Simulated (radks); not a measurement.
# Pr in [Xe] 4f3 6s2: an all-electron calculation

What are the levels of neutral praseodymium, how large are its shells, and how does its energy divide?

The numbers are computed with radks (a radial shooting solver on a logarithmic mesh, Libxc functionals) version 1 (non-relativistic Kohn-Sham, PBE, spin-polarised, spherical densities, point nucleus; open shells are filled with parallel spins first), except any that are marked as measured or tabulated.

### 1 Starting point

```
element       : praseodymium (Z = 59)
charge        : 0
electrons     : 59
configuration : [Xe] 4f3 6s2
```

Outer shells as boxes (Hund's rule):

Pr
```
[Xe] core
4f [↑ ][↑ ][↑ ][  ][  ][  ][  ]
6s [↑↓]
```

### 2 The run

The run's settings:

```text
Z 59
configuration [Xe] 4f3 6s2 5d0 6p0
relativity non-relativistic
functional pbe,pbe
spin polarised
nucleus point
```

**Question.** What will this run give?

The runs gave:

```
                        quantity                     value
                    total energy        -8923.6845 hartree
exchange-correlation share of it                    2.34 %
                            −T/E                    0.9997
          highest occupied level        6s down, -3.217 eV
    most extended occupied level  6s down, <r> = 4.77 bohr
 radius at density 0.001 e/bohr³                 5.49 bohr
    maxima of the radial density                         4
         ionisation energy, NIST      5.470 (semi-emp.) eV
```

**Reading.** 6 principal shells are occupied and 4 maxima appear in the radial density; where shells overlap, one shows as a shoulder or not at all. −T/E = 0.9997, near the virial value of 1. Minus the highest eigenvalue, 3.217 eV, is 59 % of the tabulated ionisation energy (5.470 eV); the potential of a semilocal functional falls off too fast, so its top eigenvalue is too shallow. Relativity is left out here, which matters for elements this heavy. Open shells are spherical and high-spin; term and fine-structure splittings are not resolved.
